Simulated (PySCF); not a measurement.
**[PbH3(NH3)]−: other functionals and bases at one geometry**

Aim: see how levels, charges and forces of [PbH3(NH3)]− depend on the level of theory. The species was built from a template and needn't be a known compound.

Program: PySCF 2.14.0. Level of theory: several levels, as the steps say, no spin–orbit coupling. These are calculated values, not measurements.

1 further run of the same task is left out (for a known fault of the program).

### Step 1. Starting geometry

8 atoms, charge -1, spin multiplicity 1.

Bond lengths: Pb1–H2 1.878 Å, Pb1–H3 1.878 Å, Pb1–H4 1.878 Å, N5–H6 1.023 Å, N5–H7 1.023 Å, N5–H8 1.023 Å. Angles: H2–Pb1–H3 91.4°, H2–Pb1–H4 91.4°, H3–Pb1–H4 91.4°, H6–N5–H7 101.4°, H6–N5–H8 101.4°, H7–N5–H8 101.4°.

As a file:

```
atom    x (Å)    y (Å)    z (Å)
 Pb1   0.3087  -0.3087   0.3087
  H2   1.5532   0.3478   1.5532
  H3  -0.3478  -1.5532   1.5532
  H4   1.5532  -1.5532  -0.3478
  N5  -2.0530   2.0530  -2.0530
  H6  -2.1607   2.1607  -1.0409
  H7  -1.0409   2.1607  -2.1607
  H8  -2.1607   1.0409  -2.1607
```

Formal oxidation states: Pb +2. An earlier session relaxed this geometry at PBE0, Pb def2-SVP with ECP60, H def2-SVP, N def2-SVP (singlet, point group C3v).

At PBE0 on the finer grid: E = -251.094716 Eh, HOMO -0.70 eV, LUMO 5.23 eV, Mulliken charge on Pb1 -0.32 e, largest force component 0.015 eV/Å. 

Levels to run: wB97X; BLYP; PBE0, TZVP. Hardware: 2 threads of AMD EPYC 9R45 (Zen 5), shared host.

### Step 2. wB97X

File run.py (the lines that set the calculation):

```python
mol = gto.M(atom='''
Pb     0.30871    -0.30871     0.30871
H      1.55320     0.34784     1.55320
H     -0.34784    -1.55320     1.55320
H      1.55320    -1.55320    -0.34784
N     -2.05295     2.05295    -2.05295
H     -2.16069     2.16069    -1.04092
H     -1.04092     2.16069    -2.16069
H     -2.16069     1.04092    -2.16069''',
    basis={'Pb': 'def2-SVP', 'H': 'def2-SVP', 'N': 'def2-SVP'},
    ecp={'Pb': 'def2-SVP'},
    charge=-1, spin=0)
mf = dft.RKS(mol, xc='WB97X')
mf.grids.atom_grid = (75, 302)
mf = mf.density_fit()  # fitting sets: Pb def2-universal-JKFIT, H def2-universal-JKFIT, N def2-universal-JKFIT
mf.conv_tol = 1e-08; mf.max_cycle = 55
mf.kernel(dm0)  # dm0: the density of the relaxed state
```

The run is started by

```sh
$ OMP_NUM_THREADS=2 python run.py
```

### Step 3. BLYP

Changes to run.py (the lines that set the calculation) since step 2:

```diff
@@ -12,3 +12,3 @@
     charge=-1, spin=0)
-mf = dft.RKS(mol, xc='WB97X')
+mf = dft.RKS(mol, xc='BLYP')
 mf.grids.atom_grid = (75, 302)
```

### Step 4. PBE0, TZVP

Basis: Pb def2-TZVP with ECP60, H def2-TZVP, N def2-TZVP. 

Changes to run.py (the lines that set the calculation) since step 3:

```diff
@@ -9,6 +9,6 @@
 H     -2.16069     1.04092    -2.16069''',
-    basis={'Pb': 'def2-SVP', 'H': 'def2-SVP', 'N': 'def2-SVP'},
-    ecp={'Pb': 'def2-SVP'},
+    basis={'Pb': 'def2-TZVP', 'H': 'def2-TZVP', 'N': 'def2-TZVP'},
+    ecp={'Pb': 'def2-TZVP'},
     charge=-1, spin=0)
-mf = dft.RKS(mol, xc='BLYP')
+mf = dft.RKS(mol, xc='PBE0')
 mf.grids.atom_grid = (75, 302)
@@ -16,2 +16,2 @@
 mf.conv_tol = 1e-08; mf.max_cycle = 55
-mf.kernel(dm0)  # dm0: the density of the relaxed state
+mf.kernel(dm0)  # dm0: free metal ions and neutral atoms
```

Before running it: what results should come out? Wanted: for each run, HOMO; gap; charge on Pb1; dipole; largest force.

As calculated:

| level | state | HOMO (eV) | gap (eV) | charge on Pb1 (e) | dipole (D) | largest force (eV/Å) | basis functions | time |
| --- | --- | --- | --- | --- | --- | --- | --- | --- |
| PBE0 (relaxed here) | singlet | -0.70 | 5.93 | -0.32 | 1.31 | 0.01 | 70 | 4.2 s |
| wB97X | singlet | -2.71 | 9.81 | -0.25 | 1.47 | 0.06 | 70 | 2.3 s |
| BLYP | singlet | 0.38 | 4.03 | -0.30 | 1.30 | 0.45 | 70 | 2.1 s |
| PBE0, TZVP | singlet | -0.97 | 5.23 | -0.31 | 1.54 | 0.28 | 117 | 18 s |

Times are on 2 threads of AMD EPYC 9R45 (Zen 5), shared host; the first row also made further properties. The dipole of a charged species depends on the origin, so these sizes hold for this origin alone.

In one basis the HOMO–LUMO gap runs from 4.03 eV (BLYP) to 9.81 eV (wB97X). The largest leftover force, 0.45 eV/Å with BLYP, stands at a geometry relaxed at another level. The Mulliken charge on Pb spans -0.32 to -0.25 e over the levels. Total energies of different levels can't be compared. Spin–orbit coupling is left out throughout.
